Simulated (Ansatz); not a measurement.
Write a Python script for Ansatz 0.2.0, Python API that makes a convergence test of the k-point mesh of CsRb3, space group Fm-3m. Level of theory (first run): PBEsol, PAW files from the folder soft_1, cutoff 450 eV, 1×1×1 k-points, Fermi-Dirac smearing of 0.05 eV. The script varies mesh: (1, 1, 1), (2, 2, 2), (3, 3, 3), (4, 4, 4).

```cif
data_structure
_symmetry_space_group_name_H-M 'P 1'
_symmetry_Int_Tables_number 1
_cell_length_a 8.2709
_cell_length_b 8.2709
_cell_length_c 8.2709
_cell_angle_alpha 60.000
_cell_angle_beta 60.000
_cell_angle_gamma 60.000
_cell_volume 400.08
loop_
_atom_site_label
_atom_site_type_symbol
_atom_site_fract_x
_atom_site_fract_y
_atom_site_fract_z
_atom_site_occupancy
Cs1 Cs 0.00000 0.00000 0.00000 1
Rb1 Rb 0.25000 0.25000 0.25000 1
Rb2 Rb 0.75000 0.75000 0.75000 1
Rb3 Rb 0.50000 0.50000 0.50000 1
```

Script `run_kconv.py`:
```python
# -*- coding: utf-8 -*-
import warnings

import ansatz
import numpy as np
import pandas as pd

CUTOFF_EV = 450
OCCUPATIONS = "fermi_dirac"
SMEARING_WIDTH = 0.05

warnings.simplefilter("ignore", ansatz.DeckWarning)

vectors = np.array([
    [0.0, 5.848416, 5.848416],
    [5.848416, 0.0, 5.848416],
    [5.848416, 5.848416, 0.0],
])
crystal = (
    ansatz.Lattice.of(vectors)
    .atom("Cs", (0.0, 0.0, 0.0))
    .atom("Rb", (0.25, 0.25, 0.25))
    .atom("Rb", (0.75, 0.75, 0.75))
    .atom("Rb", (0.5, 0.5, 0.5))
)

base = crystal.calculation()
base = base.functional(ansatz.Functional.PBESOL)
base = base.pseudopotentials("paw", azcp={"folder": "soft_1"})
base = base.basis(CUTOFF_EV)
base = base.occupations(OCCUPATIONS, width=SMEARING_WIDTH)

rows = []
for value in [(1, 1, 1), (2, 2, 2), (3, 3, 3), (4, 4, 4)]:
    summary = base.kpoints(*value).run(threads=1).report
    rows.append((value, summary["free_energy_ev"] / len(summary["lattice"]["sites"]), summary["n_iterations"], summary["n_kpoints"]))

table = pd.DataFrame(rows, columns=["mesh", "F/atom (eV)", "iterations", "k-points"])
print(table.round(5).to_string(index=False))

for row in rows[:-1]:
    shift = 1000 * (row[1] - rows[-1][1])
    print(f"{row[0]}: {shift:+.2f} meV/atom" + ("  (within 2 meV)" if abs(shift) < 2 else ""))
```

```console
$ python run_kconv.py
     mesh  F/atom (eV)  iterations  k-points
(1, 1, 1)  -3809.00890           7         1
(2, 2, 2)  -3809.30833           7         3
(3, 3, 3)  -3809.24403           7         4
(4, 4, 4)  -3809.23601           8         8
(1, 1, 1): +227.11 meV/atom
(2, 2, 2): -72.33 meV/atom
(3, 3, 3): -8.02 meV/atom
```

Caveats:
- The PAW files read here were made with PBE, not with each functional that runs on them.
- The structure comes from a database of computed cells and needn't be a stable or known phase.
- Shifts are counted from the finest mesh, which is itself no proven limit.
- The script silences the warnings on its input, which a real study should read.
- Wall time of the script: 7.6 s on 1 thread of Intel(R) Xeon(R) Processor @ 2.30GHz, with other jobs on the host, peak memory 0.76 GiB.
